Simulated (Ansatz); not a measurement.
Crystal: BiTe.

```
CELL_PARAMETERS angstrom
0.00000 3.23500 3.23500
3.23500 0.00000 3.23500
3.23500 3.23500 0.00000
ATOMIC_POSITIONS crystal
Bi 0.00000 0.00000 0.00000
Te 0.50000 0.50000 0.50000
```

Base run:

```yaml
Program: Ansatz 0.2.0
Functional: PBEsol
Potentials_or_basis: all-electron LAPW, scalar-relativistic
Cutoff: 177 eV (chosen from the basis error)
Basis_error_allowed: 0.001 eV/atom
k_mesh: 7 × 7 × 7
Occupations: gaussian, width 0.1 eV
Spin: no spin polarisation
```

Its results: band gap on the k mesh none (metal or under the smearing width); pressure -1.5 GPa.

Problem. The run is repeated on the same cell with these changes: functional from PBEsol to RPBE. What comes out?

Solution. Band gap on the k mesh none (metal or under the smearing width); pressure 2.3 GPa.

RPBE binds less tightly than PBEsol, so the same cell stands under more pressure.

Caveats: spin-orbit coupling is left out, which moves the levels of the heavy elements.
